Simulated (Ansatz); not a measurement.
# HfIn4SiO6 (C2/m) in Ansatz: band structure with BLYP

Aim: the band structure of HfIn4SiO6 with BLYP.

Program: Ansatz 0.2.0. These are calculated values, not measurements. Logs are shortened: lines on timing, memory, paths and dates and some standing lists are left out, and cuts for length are marked.

### Step 1. The structure

It takes space group C2/m (No. 12, monoclinic). The conventional cell has a = 4.828 Å, b = 16.259 Å, c = 4.833 Å, α = 90.00°, β = 101.89°, γ = 90.00°. Hf (site symmetry 2/m) is surrounded by 6 O at 2.03 to 2.13 Å. In (site symmetry 2) is surrounded by 2 O at 2.31 Å. Around In (site symmetry 2) lie 2 O at 2.30 Å. Si (site symmetry 2/m) has 6 O at 1.72 to 1.89 Å as nearest neighbours. Around O (site symmetry m) lie 1 Si at 1.72 Å. Around O (site symmetry 1) lie 1 Si at 1.89 Å and 1 Hf at 2.13 Å.

The cell was built by a generator and needn't be a form met in nature.

### Step 2. Band structure, BLYP

The input, input.yaml:

```yaml
crystal:
  lattice:
    - [2.41418, -8.12947, -0.00361]
    - [2.41418, 8.12947, -0.00361]
    - [-0.98872, 0.0, 4.73072]
  atoms:
    - { symbol: Hf, position: [0.0, 0.0, 0.0] }
    - { symbol: In, position: [0.66321, 0.33679, 0.0] }
    - { symbol: In, position: [0.16197, 0.83803, 0.5] }
    - { symbol: In, position: [0.33679, 0.66321, 0.0] }
    - { symbol: In, position: [0.83803, 0.16197, 0.5] }
    - { symbol: Si, position: [0.5, 0.5, 0.5] }
    - { symbol: O, position: [0.73033, 0.73033, 0.27051] }
    - { symbol: O, position: [0.26967, 0.26967, 0.72949] }
    - { symbol: O, position: [0.19575, 0.35695, 0.27609] }
    - { symbol: O, position: [0.64305, 0.80425, 0.72391] }
    - { symbol: O, position: [0.80425, 0.64305, 0.72391] }
    - { symbol: O, position: [0.35695, 0.19575, 0.27609] }
hamiltonian:
  xc: blyp
  pseudopotentials: { kind: paw }
kpoints:
  mp_grid: { grid: [6, 6, 6] }
  band_path:
    path:
      - [[0.0, 0.0, 0.0], [-0.2720473202, -0.2720473202, 0.0090939946], [-0.31470698, -0.31470698, 0.423571041], [-0.2293876604, -0.2293876604, 0.5946169483], [0.0, 0.0, 0.5], [-0.5, 0.5, 0.5], [-0.68529302, 0.31470698, 0.576428959]]
      - [[-0.7706123396, 0.2293876604, 0.4053830517], [-0.7279526798, 0.2720473202, -0.0090939946], [-0.5, 0.5, 0.0], [0.0, 0.0, 0.0], [-0.5, 0.0, 0.0]]
      - [[-0.5, 0.0, 0.5], [0.0, 0.0, 0.0]]
    npoints: 10
scf:
  occupations: { method: fermi_dirac, width: 0.05 }
  n_extra_bands: 30
output:
  forces: true
  stress: true
  eigenvalues: true
  fatbands: false
```

Potentials or basis: Ansatz PAW.

Launch:

```sh
> ansatz run input.yaml --threads 8 --pin off --max-ram 20480MiB --backend cpu --events-out ev --progress --plain --runs-dir out
```

Output:

```text
Warning: RAYON_NUM_THREADS=8 ignored (pool sized by the plan → 8); use --threads N
scf.n_extra_bands = 30 over 59 filled bands (N_el = 118.0): the run solves 89 bands
Engine: ansatz 0.2.0, aarch64-unknown-linux-gnu
Pseudopotentials: kind: paw
Pseudopotential: Hf, paw, valence charge 26, recommended cutoff 420 eV (normal), Hf.paw.azcp
Pseudopotential: In, paw, valence charge 13, recommended cutoff 420 eV (normal), In.paw.azcp
Pseudopotential: Si, paw, valence charge 4, recommended cutoff 420 eV (normal), Si.paw.azcp
Pseudopotential: O, paw, valence charge 6, recommended cutoff 420 eV (normal), O.paw.azcp
Functional definition: BLYP
  parameter beta = 0.0042
  parameter a = 0.04918
  parameter b = 0.132
  parameter c = 0.2533
  parameter d = 0.349
  exchange = b88_x(beta = beta)
  correlation = lyp_c(a = a, b = b, c = c, d = d)
Crystal: 12 atoms, lattice volume = 185.632 Å³
Basis set: ecut = 420 eV, 3603 PW (Γ), exchange–correlation on 120×120×72 points (8 copies of the dense FFT grid, shifted against one another)
Bands: 89, of which v1, the nominal top of the filled ones, is band 59 counted from 1 (58 counted from 0)
Symmetry: 4 space group operations
Space group: C2/m (ITA 12), of the structure as read, at distance tolerance 5.7e-5 Å
k-points: 68 of 216
Non-local potential: Hf, projectors of the file, l = 0: 3, l = 1: 2, l = 2: 2, l = 3: 3
Non-local potential: In, projectors of the file, l = 0: 2, l = 1: 2, l = 2: 2, l = 3: 2
Non-local potential: Si, projectors of the file, l = 0: 2, l = 1: 2, l = 2: 2
Non-local potential: O, projectors of the file, l = 0: 2, l = 1: 2, l = 2: 1
PAW form: soft (Blöchl's): semilocal exchange-correlation on the pseudo side does not see the compensation charge
PAW frozen core: Hf, regenerated for the run's functional, and the local potential with it (the file was generated under x = pbe(κ = 0.804, μ = 0.2195149727645171), c = pbe(β = 0.06672455060314922))
PAW frozen core: In, regenerated for the run's functional, and the local potential with it (the file was generated under x = pbe(κ = 0.804, μ = 0.2195149727645171), c = pbe(β = 0.06672455060314922))
PAW frozen core: Si, regenerated for the run's functional, and the local potential with it (the file was generated under x = pbe(κ = 0.804, μ = 0.2195149727645171), c = pbe(β = 0.06672455060314922))
PAW frozen core: O, regenerated for the run's functional, and the local potential with it (the file was generated under x = pbe(κ = 0.804, μ = 0.2195149727645171), c = pbe(β = 0.06672455060314922))
PAW one-centre angular grid: Hf, 590 points (default); XC on 64 Gauss nodes
PAW one-centre angular grid: In, 590 points (default); XC on 64 Gauss nodes
PAW one-centre angular grid: Si, 110 points (default); XC on 64 Gauss nodes
PAW one-centre angular grid: O, 110 points (default); XC on 64 Gauss nodes
Initial density: superposition of atomic densities (neutral atoms: chi_scale 0, normalization atom), corrected by the library's trained network
Initial wavefunctions: pseudopotential atomic-orbital guess
Functional: x = b88, c = lyp
SCF iter   1: F=—  HF=-42263.206758 eV  |F-HF|=—  |Δ(HF+E_count)|=         —  Δρ=1.75e-2  dr2=4.81e-1  ethr=1.77e-3  ⟨swp⟩=5.8  Hψ=26128  notcnv=0  defer=507
preconditioner: auto → Kerker (q_TF=auto, 2.530 Å⁻¹)  [metal: Δε(μ)=0.035 eV  Ē_g=18.144 eV  σ=0.050 eV  W_gap=0.17  n_scr=44 (ndim 8)  ℏωp=28.6 eV  f_vac=0.006  D(μ)=1.43/eV (n_scr^D=2)]
SCF iter   2: F=—  HF=-42263.120011 eV  |F-HF|=—  |Δ(HF+E_count)|=   8.67e-2  Δρ=7.04e-3  dr2=1.12e-1  ethr=4.08e-4  ⟨swp⟩=2.0  Hψ=7545  notcnv=0  defer=1464
SCF iter   3: F=—  HF=-42263.103255 eV  |F-HF|=—  |Δ(HF+E_count)|=   1.68e-2  Δρ=1.53e-3  dr2=1.37e-2  ethr=9.49e-5  ⟨swp⟩=2.0  Hψ=7869  notcnv=0  defer=1471
SCF iter   4: F=—  HF=-42263.103775 eV  |F-HF|=—  |Δ(HF+E_count)|=   5.20e-4  Δρ=7.36e-4  dr2=4.62e-3  ethr=1.16e-5  ⟨swp⟩=2.0  Hψ=8477  notcnv=0  defer=1471
SCF iter   5: F=—  HF=-42263.102159 eV  |F-HF|=—  |Δ(HF+E_count)|=   1.62e-3  Δρ=4.17e-4  dr2=1.98e-3  ethr=3.92e-6  ⟨swp⟩=2.0  Hψ=7408  notcnv=0  defer=1471
SCF iter   6: F=—  HF=-42263.101845 eV  |F-HF|=—  |Δ(HF+E_count)|=   3.14e-4  Δρ=2.12e-4  dr2=2.65e-4  ethr=1.68e-6  ⟨swp⟩=2.2  Hψ=5773  notcnv=0  defer=1471
SCF iter   7: F=—  HF=-42263.101799 eV  |F-HF|=—  |Δ(HF+E_count)|=   4.62e-5  Δρ=7.41e-5  dr2=3.66e-5  ethr=2.24e-7  ⟨swp⟩=2.0  Hψ=5966  notcnv=0  defer=1471
SCF iter   8: F=—  HF=-42263.101875 eV  |F-HF|=—  |Δ(HF+E_count)|=   7.66e-5  Δρ=2.72e-5  dr2=3.43e-6  ethr=3.10e-8  ⟨swp⟩=2.1  Hψ=7041  notcnv=0  defer=1471
SCF iter   9: F=—  HF=-42263.101875 eV  |F-HF|=—  |Δ(HF+E_count)|=   3.39e-7  Δρ=8.95e-6  dr2=1.83e-7  ethr=2.91e-9  ⟨swp⟩=2.0  Hψ=7738  notcnv=0  defer=1471
SCF iter  10: F=-42263.101875 eV  HF=-42263.101875 eV  |F-HF|=1.43e-9  |Δ(HF+E_count)|=   4.60e-8  Δρ=2.68e-6  dr2=1.29e-8  ethr=8.47e-11  ⟨swp⟩=12.5  Hψ=32511  notcnv=0
SCF 1 converged in 10 iterations: F = -42263.101875 eV  dr2 = 1.29e-8
NSCF: frozen V_eff on 113 k-points
SCF converged after 10 iterations
Free energy (F): -42263.101875 eV
Harris-Foulkes:  -42263.101875 eV  (|F-HF|=1.43e-9)
Internal energy: -42263.091011 eV  (E = F + TS)
E sigma→0 (E₀):  -42263.096443 eV
Entropy (-TS):   -0.010864 eV (-0.905 meV/atom)
Fermi energy:    10.687204 eV
--- Per-component energies (eV) ---
  E_band       = -188.939911
  E_kinetic    = 2494.954497
  E_local      = -15293.183121  (includes V_loc(G=0)·N_el)
  E_nonlocal   = 532.478629
  E_hartree    = 6660.785881
  E_xc         = -1646.703458
  E_vxc        = -1259.423604  (∫ρ·V_xc dr)
  E_paw        = -25123.087319  (= ΣΔE_a)
  E_vpaw       = 14.640844  (= ΣTr[D̂ρ^β])
  E_aug_tail   = 0.015257  (compensation charges beyond the density's cutoff)
  E_ewald      = -9887.707456
  E_core_change = -0.643920  (= ΣΔE_core)
  E_smearing   = -0.010864  (= −TS)
  E_closure    = -0.000000  (closes the sum)
  Σ components = -42263.101875   (vs F -42263.101875, Δ=0.00e0)
--- Forces (eV/Å), atoms counted from 1 ---
  atom   1  Hf     0.00000000     0.00000000     0.00000000
  atom   2  In     0.00000000    -0.11887405     0.00000000
  atom   3  In     0.00000000    -0.13236046     0.00000000
  atom   4  In    -0.00000000     0.11887405    -0.00000000
  atom   5  In    -0.00000000     0.13236046    -0.00000000
  atom   6  Si     0.00000000     0.00000000     0.00000000
  atom   7  O     -0.06205137     0.00000000     0.05072080
  atom   8  O      0.06205137     0.00000000    -0.05072080
  atom   9  O      0.00896179    -0.00938924     0.00144843
  atom  10  O     -0.00896179    -0.00938924    -0.00144843
  atom  11  O     -0.00896179     0.00938924    -0.00144843
  atom  12  O      0.00896179     0.00938924     0.00144843
  max |Σ_I F_I| component: 1.73e-18 eV/Å
--- Stress (GPa, compression-positive) ---
        4.717455       0.000000      -0.084196
        0.000000       4.639975       0.000000
       -0.084202       0.000000       4.674568
  P = ⅓ Tr σ = 4.6773 GPa (46.773 kbar)
--- Band table (eV; the first three rows and the last of 68) ---
  k-point 0: bands = ["-51.4251", "-20.3156", "-20.2232", "-20.1748", "-9.4742", "-7.9466", "-7.8358", "-7.7908", "-7.1466", "-7.0449", "-3.8732", "-3.8596", "-3.6982", "-3.6955", "-3.6687", "-3.6476", "-3.6251", "-3.5775", "-3.5392", "-3.5327", "-3.4476", "-3.4440", "-3.4349", "-3.3985", "-3.3924", "-3.3776", "-3.3164", "-3.2967", "-3.2656", "-3.2630", "-1.2432", "-1.2427", "-1.2231", "-1.1884", "-1.1857", "-1.1343", "-1.1305", "1.6266", "3.6489", "4.1693", "4.6299", "4.7666", "5.1243", "5.5515", "5.6985", "5.8410", "6.3677", "6.4579", "6.4696", "6.7749", "7.0875", "7.5305", "7.6483", "7.9038", "8.3497", "9.2835", "9.9517", "10.4176", "10.9444", "11.0877", "11.1114", "11.8011", "13.7148", "14.9587", "15.1358", "15.3484", "15.3562", "15.8536", "16.4160", "16.6157", "16.8421", "17.3187", "17.5402", "18.3280", "18.6767", "19.3750", "19.4044", "19.8660", "20.0501", "20.1922", "20.9853", "21.2227", "21.4710", "22.1249", "22.1569", "22.8448", "23.1694", "23.6039", "24.0137"]
  k-point 1: bands = ["-51.4251", "-20.3154", "-20.2243", "-20.1759", "-9.3791", "-8.0354", "-7.9355", "-7.6949", "-7.2990", "-6.9145", "-3.8348", "-3.8210", "-3.6761", "-3.6750", "-3.6557", "-3.6338", "-3.6135", "-3.5549", "-3.5310", "-3.5231", "-3.4567", "-3.4539", "-3.4479", "-3.4192", "-3.4050", "-3.3984", "-3.3608", "-3.3513", "-3.2759", "-3.2626", "-1.2450", "-1.2423", "-1.2231", "-1.1860", "-1.1849", "-1.1400", "-1.1315", "1.8170", "3.6823", "4.3018", "4.6366", "4.6907", "4.9249", "5.0973", "5.4994", "5.8859", "6.4166", "6.5206", "6.6960", "6.8902", "7.4231", "7.4789", "7.7586", "7.8064", "8.1530", "9.0625", "9.5641", "9.8654", "10.4007", "11.8913", "12.1718", "12.3785", "13.8652", "14.7171", "14.8872", "14.9058", "15.1233", "15.4098", "16.8023", "16.9212", "17.0566", "17.5930", "17.8215", "18.2365", "18.9125", "19.0199", "19.2164", "19.6107", "19.6936", "20.5838", "21.0778", "21.0899", "21.6420", "21.7038", "22.2557", "22.9334", "23.2763", "23.8091", "24.4023"]
  k-point 2: bands = ["-51.4251", "-20.3149", "-20.2269", "-20.1779", "-9.1312", "-8.1749", "-8.1319", "-7.5839", "-7.4985", "-6.7754", "-3.7344", "-3.7202", "-3.6215", "-3.6198", "-3.6184", "-3.5971", "-3.5795", "-3.5140", "-3.5090", "-3.4949", "-3.4898", "-3.4756", "-3.4714", "-3.4664", "-3.4592", "-3.4481", "-3.4428", "-3.4381", "-3.3316", "-3.3099", "-1.2514", "-1.2406", "-1.2215", "-1.1856", "-1.1782", "-1.1494", "-1.1321", "2.2957", "3.6584", "4.2906", "4.4817", "4.6370", "4.7233", "4.9986", "5.1902", "6.0191", "6.2957", "6.4263", "6.5582", "7.0193", "7.4682", "7.6293", "7.8184", "8.0210", "8.3688", "8.6565", "8.9887", "9.6955", "10.0065", "12.8275", "12.9865", "13.5860", "14.0319", "14.3019", "14.3061", "14.8516", "14.9079", "15.5690", "16.3856", "16.6432", "16.9551", "17.5219", "18.1480", "18.2270", "18.3529", "18.8747", "19.6181", "19.8444", "20.1870", "20.9559", "21.3146", "21.3985", "21.6913", "21.8583", "22.2245", "23.2500", "23.3735", "23.5073", "23.5995"]
  k-point 67: bands = ["-51.4251", "-20.3147", "-20.2284", "-20.1787", "-8.9306", "-8.3678", "-8.1682", "-7.5856", "-7.5410", "-6.7207", "-3.6147", "-3.6142", "-3.6028", "-3.6005", "-3.5655", "-3.5583", "-3.5451", "-3.5439", "-3.5352", "-3.5284", "-3.5197", "-3.5121", "-3.5051", "-3.4943", "-3.4931", "-3.4814", "-3.4430", "-3.4127", "-3.4057", "-3.3644", "-1.2550", "-1.2401", "-1.2203", "-1.1855", "-1.1748", "-1.1530", "-1.1321", "2.7488", "3.8406", "4.0143", "4.1571", "4.1796", "4.7272", "5.2571", "5.4807", "5.9358", "6.0930", "6.1782", "6.2118", "7.3691", "7.3729", "7.9775", "8.2815", "8.3688", "8.3910", "8.5022", "8.6696", "9.2676", "9.6016", "13.2106", "13.8687", "13.9124", "14.2198", "14.3400", "14.4289", "14.5819", "15.0817", "15.2115", "16.3373", "16.8585", "16.9545", "16.9686", "17.3566", "17.6844", "18.2335", "18.7989", "19.2954", "20.3367", "20.9286", "21.3703", "21.4674", "21.5116", "21.9922", "22.1939", "22.3257", "22.5780", "23.2718", "23.6776", "24.0434"]
```

Run time: 21 s. Hardware: 8 threads of Arm Neoverse V1, shared host; peak memory 1.6 GiB.

What came out:

```yaml
Free_energy: -42263.1019 eV
Pressure: 4.7 GPa
Largest_force: 0.132 eV/Å
Band_gap_on_the_k_mesh: none (metal or under the smearing width)
```

Forces on the atoms (eV/Å):
```
Hf   0.000  0.000  0.000
In   0.000 -0.119  0.000
In   0.000 -0.132  0.000
In   0.000  0.119  0.000
In   0.000  0.132  0.000
Si   0.000  0.000  0.000
O   -0.062  0.000  0.051
O    0.062  0.000 -0.051
O    0.009 -0.009  0.001
O   -0.009 -0.009 -0.001
O   -0.009  0.009 -0.001
O    0.009  0.009  0.001
```

Levels at the corners of the path, in eV from the Fermi level:
| point | band 57 | band 58 | band 59 | band 60 | band 61 | band 62 |
| --- | --- | --- | --- | --- | --- | --- |
| Γ | -0.74 | -0.27 | 0.26 | 0.40 | 0.42 | 1.11 |
| Y | -1.98 | -1.33 | -0.92 | 2.65 | 3.06 | 3.11 |
| F | -1.83 | -1.58 | -0.34 | 0.06 | 1.67 | 2.04 |
| H | -1.95 | -1.55 | -0.41 | 0.14 | 1.27 | 1.78 |
| Z | -1.87 | -0.96 | -0.93 | 2.51 | 2.95 | 2.98 |
| I | -2.02 | -1.42 | -1.09 | 2.52 | 3.18 | 3.23 |
| F1 | -1.83 | -1.58 | -0.34 | 0.06 | 1.67 | 2.04 |
| H1 | -1.95 | -1.55 | -0.41 | 0.14 | 1.27 | 1.78 |
| Y1 | -1.98 | -1.33 | -0.92 | 2.65 | 3.06 | 3.11 |
| X | -1.40 | -0.27 | 0.26 | 0.41 | 0.41 | 2.47 |
| Γ | -0.74 | -0.27 | 0.26 | 0.40 | 0.42 | 1.11 |
| N | -1.96 | -1.14 | -1.02 | 2.59 | 3.10 | 3.17 |
| M | -1.52 | -1.44 | -1.40 | 0.63 | 0.85 | 1.71 |
| Γ | -0.74 | -0.27 | 0.26 | 0.40 | 0.42 | 1.11 |

Caveat: the pressure holds a Pulay correction of +0.5 GPa for the finite cutoff; spin-orbit coupling is left out, which moves the levels of the heavy elements; the PAW data sets come from PBE, with cores solved anew for the run's functional, which leaves a small shift of forces and pressure.
